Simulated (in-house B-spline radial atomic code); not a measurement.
# Cr⁹⁺: density, ELF and screening along the radius

Aim: the shell structure of Cr⁹⁺ in the radial density, the electron localisation function and the screened nuclear charge, under several settings.

Method: several methods, spin-polarised, as named in each step; spherical all-electron atom at the radial basis limit. Code: in-house B-spline radial atomic code version 1.

## Step 1: What is computed

- element: chromium (Z = 24)
- charge: +9
- electrons: 15
- configuration: [Ne] 3s2 3p3
- nucleus: point (non-relativistic runs) or finite (X2C runs)

Outer shells as boxes (Hund's rule):

[Ne] 3s2 3p3
```
[Ne] core
3s [↑↓]
3p [↑ ][↑ ][↑ ]
```

Where spins are not typed, each open shell is filled with up spins first.

## Step 2: PBE, X2C

Settings of the run:

```ini
Z = 24
electrons = 15.0
configuration = [Ne] 3s2 3p3
hamiltonian = x2c
method = pbe,pbe
spin_polarised = True
nucleus = fermi
rms_radius = 3.6452
mass_number = 52
atomic_mass = 51.940504714
speed_of_light = 137.035999084
```

Command:

```bash
python run_scf.py task.json out
```

task.json lists these runs, among others, and the program works through them in turn.

Main fields of the result record, rounded:

```text
{
  "status": "converged",
  "scf [iteration, energy, orbital gradient]": [
    [1, -1014.10136817, 1.1],
    [2, -1020.03071749, 0.254],
    [3, -1020.36667392, 0.0952],
    [4, -1020.41542396, 0.0353],
    [5, -1020.42295041, 0.00926],
    [6, -1020.42346505, 7.08e-05],
    [7, -1020.42346508, 5.48e-06],
    [8, -1020.42346508, 1.1e-07]
  ],
  "energy [hartree]": {"total": -1020.42346508, "kinetic": 1032.94789499, "nuclear": -2315.41276242, "coulomb": 304.580333398, "xc": -42.53893104},
  "orbitals [hartree, bohr; first row names the columns]": [
    ["name", "occ", "eps", "<r>", "<r^2>", "<1/r>", "r_max"],
    ["1s up", 1.0, -224.08268, 0.063269, 0.0053962, 24.16, 0.041285],
    ["1s down", 1.0, -224.01833, 0.063255, 0.0053938, 24.165, 0.041279],
    ["2s up", 1.0, -32.450736, 0.29158, 0.10043, 5.117, 0.2429],
    ["2s down", 1.0, -32.396765, 0.29131, 0.10016, 5.1174, 0.24306],
    ["2p up", 3.0, -28.586948, 0.25819, 0.08194, 4.9785, 0.19699],
    ["2p down", 3.0, -28.509252, 0.2581, 0.081803, 4.9768, 0.1973],
    ["3s up", 1.0, -9.560049, 0.79958, 0.72727, 1.7916, 0.73121],
    ["3s down", 1.0, -9.2576083, 0.80396, 0.73653, 1.7836, 0.73112],
    ["3p up", 3.0, -8.4311037, 0.80834, 0.75272, 1.6991, 0.73047]
  ],
  "sum_r [bohr^k]": {"-1": 97.09778, "1": 6.286867, "2": 4.424563},
  "radius_at_0.001 [bohr]": 1.941,
  "radius_enclosing_fraction [bohr]": {"0.5": 0.2938, "0.9": 0.9382, "0.99": 1.429},
  "slater [hartree]": {
    "F0(3s up,3s up)": 1.1232,
    "F0(3s up,3s down)": 1.1202,
    "F0(3s up,3p up)": 1.1172,
    "G1(3s up,3p up)": 0.74358,
    "F0(3s down,3s down)": 1.1173,
    "F0(3s down,3p up)": 1.1142,
    "F0(3p up,3p up)": 1.1126,
    "F2(3p up,3p up)": 0.56702
  }
}
```

Wall time 0.08 s (1 thread, shared host).

radius_at_0.001 is where the density falls to 0.001 electrons per bohr³.

The record's radial tables, every 2nd point:

| r (bohr) | 4πr²n (1/bohr) | ELF | screened charge r·V (e) | reduced gradient s | 4πr²(n↑−n↓) |
| --- | --- | --- | --- | --- | --- |
| 0.00664 | 4.293 | 0.9997 | 23.36 | 0.4999 | -0.0001242 |
| 0.00939 | 7.309 | 0.9996 | 23.10 | 0.4863 | 0.0001908 |
| 0.0133 | 11.84 | 0.9992 | 22.75 | 0.4922 | 0.001775 |
| 0.0188 | 17.78 | 0.9984 | 22.27 | 0.5186 | 0.007793 |
| 0.0265 | 24.04 | 0.9954 | 21.65 | 0.5695 | 0.02757 |
| 0.0375 | 28.32 | 0.9807 | 20.86 | 0.6525 | 0.08684 |
| 0.0529 | 27.95 | 0.8833 | 19.89 | 0.7594 | 0.2384 |
| 0.0748 | 23.69 | 0.4810 | 18.73 | 0.7885 | 0.5617 |
| 0.106 | 21.83 | 0.2678 | 17.33 | 0.5005 | 1.061 |
| 0.149 | 26.96 | 0.5539 | 15.73 | 0.2914 | 1.403 |
| 0.211 | 31.11 | 0.8305 | 14.01 | 0.4285 | 0.9726 |
| 0.299 | 22.50 | 0.7951 | 12.48 | 0.7522 | 0.03762 |
| 0.422 | 10.10 | 0.1961 | 11.28 | 0.9894 | 0.8430 |
| 0.596 | 7.829 | 0.3866 | 10.23 | 0.3515 | 3.765 |
| 0.843 | 7.138 | 0.8978 | 9.413 | 0.7229 | 4.161 |
| 1.19 | 2.397 | 0.8092 | 9.064 | 1.841 | 1.460 |
| 1.68 | 0.2129 | 0.1898 | 9.003 | 5.980 | 0.1381 |
| 2.38 | 0.003084 | 0.001119 | 9.000 | 33.48 | 0.002187 |

## Step 3: Hartree-Fock, X2C

Changes to the settings of step 2:

```diff
@@ -4,3 +4,3 @@
 hamiltonian = x2c
-method = pbe,pbe
+method = hf
 spin_polarised = True
```

Results of the run:

```text
{
  "status": "converged",
  "iterations": 9,
  "energy [hartree]": {"total": -1020.01924165, "kinetic": 1033.0291621, "nuclear": -2315.43064957, "coulomb": 304.536613452, "exact_exchange": -42.1543676261},
  "orbitals [hartree, bohr; first row names the columns]": [
    ["name", "occ", "eps", "<r>"],
    ["1s up", 1.0, -230.28611, 0.063226],
    ["1s down", 1.0, -230.15424, 0.063194],
    ["2s up", 1.0, -34.634502, 0.28954],
    ["2s down", 1.0, -34.533096, 0.28896],
    ["2p up", 3.0, -30.318056, 0.25683],
    ["2p down", 3.0, -30.126573, 0.25777],
    ["3s up", 1.0, -10.341014, 0.79916],
    ["3s down", 1.0, -9.5896289, 0.80967],
    ["3p up", 3.0, -8.9215054, 0.81222]
  ],
  "sum_r [bohr^k]": {"-1": 97.09765, "1": 6.294225, "2": 4.439714}
}
```

It took 0.11 s on 1 thread, shared host.

The record's radial tables, every 4th point:

| r (bohr) | 4πr²n (1/bohr) | ELF | screened charge r·V (e) | reduced gradient s | 4πr²(n↑−n↓) |
| --- | --- | --- | --- | --- | --- |
| 0.00665 | 4.298 | 0.9997 | 23.36 | 0.4986 | 0.0005525 |
| 0.0133 | 11.84 | 0.9993 | 22.75 | 0.4912 | 0.003569 |
| 0.0266 | 24.12 | 0.9955 | 21.64 | 0.5694 | 0.03095 |
| 0.0531 | 27.93 | 0.8823 | 19.88 | 0.7614 | 0.2409 |
| 0.106 | 21.78 | 0.2650 | 17.33 | 0.4999 | 1.060 |
| 0.212 | 31.18 | 0.8337 | 13.99 | 0.4304 | 0.9710 |
| 0.424 | 9.920 | 0.1852 | 11.27 | 0.9956 | 0.8451 |
| 0.846 | 7.098 | 0.9003 | 9.411 | 0.7234 | 4.143 |
| 1.69 | 0.2028 | 0.1783 | 9.003 | 6.152 | 0.1291 |

## Step 4: CAM-B3LYP, X2C

Changes to the settings of step 3:

```diff
@@ -4,3 +4,3 @@
 hamiltonian = x2c
-method = hf
+method = camb3lyp
 spin_polarised = True
```

Results of the run:

```text
{
  "status": "converged",
  "iterations": 8,
  "energy [hartree]": {"total": -1020.71424712, "kinetic": 1033.21303915, "nuclear": -2315.71798805, "coulomb": 304.6262422, "exact_exchange": -9.2734321869, "xc": -33.5621082244},
  "orbitals [hartree, bohr; first row names the columns]": [
    ["name", "occ", "eps", "<r>"],
    ["1s up", 1.0, -225.42596, 0.06326],
    ["1s down", 1.0, -225.34789, 0.063243],
    ["2s up", 1.0, -32.965405, 0.29128],
    ["2s down", 1.0, -32.901589, 0.29095],
    ["2p up", 3.0, -29.023566, 0.25792],
    ["2p down", 3.0, -28.924381, 0.25805],
    ["3s up", 1.0, -9.7922767, 0.79951],
    ["3s down", 1.0, -9.4253122, 0.80537],
    ["3p up", 3.0, -8.6077838, 0.80876]
  ],
  "sum_r [bohr^k]": {"-1": 97.11041, "1": 6.28782, "2": 4.428259}
}
```

Run time: 0.21 s. Hardware: 1 thread, shared host.

Fields along the radius, from the same record (one point in 4):

| r (bohr) | 4πr²n (1/bohr) | ELF | screened charge r·V (e) | reduced gradient s | 4πr²(n↑−n↓) |
| --- | --- | --- | --- | --- | --- |
| 0.00664 | 4.293 | 0.9997 | 23.36 | 0.4997 | 0.00007 |
| 0.0133 | 11.84 | 0.9992 | 22.75 | 0.4920 | 0.002302 |
| 0.0265 | 24.05 | 0.9954 | 21.65 | 0.5694 | 0.02863 |
| 0.0530 | 27.94 | 0.8822 | 19.88 | 0.7599 | 0.2413 |
| 0.106 | 21.84 | 0.2677 | 17.33 | 0.5001 | 1.066 |
| 0.211 | 31.12 | 0.8307 | 14.01 | 0.4286 | 0.9790 |
| 0.422 | 10.10 | 0.1953 | 11.28 | 0.9887 | 0.8451 |
| 0.843 | 7.119 | 0.8978 | 9.414 | 0.7228 | 4.147 |
| 1.68 | 0.2145 | 0.1917 | 9.003 | 5.949 | 0.1380 |

## Step 5: LDA (PW92), X2C

Changes to the settings of step 4:

```diff
@@ -4,3 +4,3 @@
 hamiltonian = x2c
-method = camb3lyp
+method = lda,pw
 spin_polarised = True
```

Results of the run:

```text
{
  "status": "converged",
  "iterations": 8,
  "energy [hartree]": {"total": -1018.26922641, "kinetic": 1030.22425078, "nuclear": -2312.50238152, "coulomb": 304.347118996, "xc": -40.3382146642},
  "orbitals [hartree, bohr; first row names the columns]": [
    ["name", "occ", "eps", "<r>"],
    ["1s up", 1.0, -223.56005, 0.063388],
    ["1s down", 1.0, -223.48848, 0.063377],
    ["2s up", 1.0, -32.395351, 0.29238],
    ["2s down", 1.0, -32.323712, 0.29198],
    ["2p up", 3.0, -28.577793, 0.25857],
    ["2p down", 3.0, -28.490592, 0.25832],
    ["3s up", 1.0, -9.5331574, 0.80039],
    ["3s down", 1.0, -9.2658211, 0.80487],
    ["3p up", 3.0, -8.4209241, 0.80786]
  ],
  "sum_r [bohr^k]": {"-1": 96.97316, "1": 6.290625, "2": 4.42961}
}
```

Run time: 0.08 s. Hardware: 1 thread, shared host.

Fields along the radius, from the same record (one point in 4):

| r (bohr) | 4πr²n (1/bohr) | ELF | screened charge r·V (e) | reduced gradient s | 4πr²(n↑−n↓) |
| --- | --- | --- | --- | --- | --- |
| 0.00664 | 4.271 | 0.9997 | 23.36 | 0.4996 | -0.0001369 |
| 0.0133 | 11.79 | 0.9992 | 22.75 | 0.4920 | 0.001753 |
| 0.0265 | 23.96 | 0.9954 | 21.65 | 0.5690 | 0.02766 |
| 0.0529 | 27.93 | 0.8835 | 19.89 | 0.7579 | 0.2397 |
| 0.106 | 21.86 | 0.2691 | 17.33 | 0.5013 | 1.065 |
| 0.211 | 31.04 | 0.8295 | 14.02 | 0.4286 | 0.9746 |
| 0.422 | 10.16 | 0.1982 | 11.28 | 0.9841 | 0.8631 |
| 0.843 | 7.111 | 0.8969 | 9.415 | 0.7209 | 4.134 |
| 1.68 | 0.2130 | 0.1912 | 9.003 | 6.008 | 0.1380 |

## Step 6: LC-ωPBE, X2C

Changes to the settings of step 5:

```diff
@@ -4,3 +4,3 @@
 hamiltonian = x2c
-method = lda,pw
+method = lc_wpbe
 spin_polarised = True
```

Results of the run:

```text
{
  "status": "converged",
  "iterations": 9,
  "energy [hartree]": {"total": -1020.48206002, "kinetic": 1032.96914265, "nuclear": -2315.40330191, "coulomb": 304.547878297, "exact_exchange": -3.32286061189, "xc": -39.2729184463},
  "orbitals [hartree, bohr; first row names the columns]": [
    ["name", "occ", "eps", "<r>"],
    ["1s up", 1.0, -224.31564, 0.06326],
    ["1s down", 1.0, -224.25345, 0.063248],
    ["2s up", 1.0, -32.676334, 0.29155],
    ["2s down", 1.0, -32.623337, 0.29133],
    ["2p up", 3.0, -28.803248, 0.2582],
    ["2p down", 3.0, -28.727646, 0.25818],
    ["3s up", 1.0, -9.7917952, 0.80006],
    ["3s down", 1.0, -9.4711426, 0.80353],
    ["3p up", 3.0, -8.6435089, 0.80845]
  ],
  "sum_r [bohr^k]": {"-1": 97.09764, "1": 6.287472, "2": 4.425227}
}
```

Wall time 0.2 s (1 thread, shared host).

Fields along the radius, from the same record (one point in 4):

| r (bohr) | 4πr²n (1/bohr) | ELF | screened charge r·V (e) | reduced gradient s | 4πr²(n↑−n↓) |
| --- | --- | --- | --- | --- | --- |
| 0.00664 | 4.295 | 0.9997 | 23.36 | 0.4999 | -0.0001243 |
| 0.0133 | 11.85 | 0.9992 | 22.75 | 0.4922 | 0.001778 |
| 0.0265 | 24.05 | 0.9954 | 21.65 | 0.5696 | 0.02762 |
| 0.0529 | 27.95 | 0.8834 | 19.89 | 0.7595 | 0.2383 |
| 0.106 | 21.82 | 0.2676 | 17.33 | 0.5007 | 1.060 |
| 0.211 | 31.12 | 0.8306 | 14.01 | 0.4283 | 0.9741 |
| 0.422 | 10.10 | 0.1964 | 11.28 | 0.9896 | 0.8372 |
| 0.843 | 7.140 | 0.8978 | 9.413 | 0.7230 | 4.163 |
| 1.68 | 0.2127 | 0.1904 | 9.003 | 5.975 | 0.1381 |

## Step 7: Results

| run | total energy (hartree) | highest level (eV) | radius holding 50 / 90 / 99 % (bohr) | radius at n = 0.001 (bohr) | ELF minima on the full grid (bohr) |
| --- | --- | --- | --- | --- | --- |
| PBE, X2C | -1020.4235 | -229.42 | 0.294 / 0.938 / 1.43 | 1.94 | 0.11, 0.50 |
| Hartree-Fock, X2C | -1020.0192 | -242.77 | 0.293 / 0.941 / 1.43 | 1.94 | 0.11, 0.50 |
| CAM-B3LYP, X2C | -1020.7142 | -234.23 | 0.294 / 0.939 / 1.43 | 1.94 | 0.11, 0.50 |
| LDA (PW92), X2C | -1018.2692 | -229.15 | 0.294 / 0.939 / 1.43 | 1.94 | 0.11, 0.50 |
| LC-ωPBE, X2C | -1020.4821 | -235.20 | 0.294 / 0.938 / 1.43 | 1.94 | 0.11, 0.50 |

What this shows: In the first run ELF has 2 minima on the grid, which mark the borders between shells. On the record's full grid the screened charge (r times the electrostatic potential) falls from 23.9 near the nucleus to 9.00 at 2.8 bohr; far out it tends to the net charge, 9. The grid is coarse (about 19 % a step), so the places of minima are rough. For X2C runs ELF uses the non-relativistic kinetic energy density, and the fields carry no picture-change correction.
